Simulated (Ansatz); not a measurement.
The system is AlAg3.

```xyz
4
Lattice="1.6768 -2.3227 0.0000 1.6768 2.3227 0.0000 0.0000 0.0000 8.9823" Properties=species:S:1:pos:R:3 pbc="T T T"
Ag    1.6768    0.0000    2.1222
Ag    0.0000    0.0000    4.4912
Ag    1.6768    0.0000    6.8602
Al    0.0000    0.0000    0.0000
```

The cell comes from a database or a generator and needn't be the stable form of this composition.

Base run:

| Property | Result |
| --- | --- |
| Program | Ansatz 0.2.0 |
| Functional | LDA |
| Potentials or basis | all-electron LAPW, scalar-relativistic |
| Cutoff | 227 eV (chosen from the basis error) |
| Basis error allowed | 0.002 eV/atom |
| k mesh | 10 × 10 × 3 |
| Occupations | fermi-dirac, width 0.05 eV |
| Spin | no spin polarisation |

Its results: pressure -9.3 GPa; largest force 0.141 eV/Å.

Task: The run is repeated on the same cell with these changes: functional from LDA to PBEsol. What comes out?

Result: Pressure -5.7 GPa; largest force 0.129 eV/Å.

PBEsol binds less tightly than LDA, so the same cell stands under more pressure.
